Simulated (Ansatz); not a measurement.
# Si5P3: the cost of one run

Program: Ansatz 0.2.0. Level of theory: DFT PBE, scalar-relativistic, plane waves, PAW. These are calculated values, not measurements.

**1. The structure to begin with**

The cell holds 16 atoms (P6Si10): a = 6.216 Å, b = 6.143 Å, c = 6.064 Å, α = 89.46°, β = 90.21°, γ = 89.37°.

It is the last frame of an earlier stage of the same melt, run at 300 K.

Structure file:

```
CELL_PARAMETERS angstrom
6.21574 0.03404 -0.01115
0.03404 6.14311 0.02883
-0.01115 0.02883 6.06403
ATOMIC_POSITIONS crystal
Si 0.64784 0.98229 0.17397
Si 0.88546 0.59134 0.52793
Si 0.16131 0.84241 0.75006
Si 0.11789 0.35022 0.72007
Si 0.63800 0.78923 0.73048
Si 0.41069 0.01135 0.48298
Si 0.79468 0.38464 0.22320
Si 0.43394 0.38284 0.35104
Si 0.12522 0.15910 0.27864
Si 0.54968 0.31279 0.71559
P 0.98762 0.81870 0.25828
P 0.84505 0.08926 0.81527
P 0.89020 0.60986 0.93866
P 0.37614 0.72909 0.26051
P 0.37796 0.57426 0.90747
P 0.28987 0.11178 0.95284
```

**2. Relaxing on a coarse mesh**

A cheap relaxation: coarse mesh, no symmetry, loose thresholds.

File input.yaml:

```yaml
crystal:
  lattice:
    - [6.215738, 0.034042, -0.011149]
    - [0.034042, 6.143113, 0.028826]
    - [-0.011149, 0.028826, 6.064034]
  atoms:
    - { symbol: Si, position: [0.6478434315, 0.9822918342, 0.1739702401] }
    - { symbol: Si, position: [0.8854550644, 0.5913426315, 0.5279255518] }
    - { symbol: Si, position: [0.1613085509, 0.8424069237, 0.7500602353] }
    - { symbol: Si, position: [0.1178943443, 0.3502198545, 0.720066815] }
    - { symbol: Si, position: [0.6379994463, 0.7892281084, 0.7304819744] }
    - { symbol: Si, position: [0.4106898992, 0.0113486475, 0.4829839945] }
    - { symbol: Si, position: [0.7946829846, 0.3846363902, 0.223201311] }
    - { symbol: Si, position: [0.4339404061, 0.3828388282, 0.351042314] }
    - { symbol: Si, position: [0.1252209899, 0.1590985422, 0.2786396929] }
    - { symbol: Si, position: [0.5496843152, 0.3127947025, 0.7155865302] }
    - { symbol: P, position: [0.9876245316, 0.8186958411, 0.258280996] }
    - { symbol: P, position: [0.8450477009, 0.0892640385, 0.8152654128] }
    - { symbol: P, position: [0.8902038465, 0.6098580041, 0.938662476] }
    - { symbol: P, position: [0.3761361587, 0.7290881827, 0.2605140173] }
    - { symbol: P, position: [0.3779560804, 0.5742647222, 0.9074661491] }
    - { symbol: P, position: [0.2898736513, 0.1117775602, 0.952838212] }
  symmetry: { detect: false }
basis:
  ecutwfc: 420
kpoints:
  mp_grid: { grid: [2, 2, 2], shift: [0.5, 0.5, 0.5] }
hamiltonian:
  xc: pbe
scf:
  occupations: { method: gaussian, width: 0.1 }
  lower_state_search: "off"
output:
  forces: true
  stress: true
  eigenvalues: true
relax:
  adjacent_minimum: "off"
  f_tol: 0.04
  max_steps: 70
  cell: { stress_tol: 0.3 }
```

On the command line:

```sh
$ ansatz run input.yaml --threads 2 --pin off --max-ram 5120MiB --backend cpu --events-out ev --progress --plain --runs-dir out
```

What time and memory should one allow on 2 threads of Intel Xeon 6975P-C (Granite Rapids), shared host?

About 2.6 min, with a peak of 0.57 GiB.
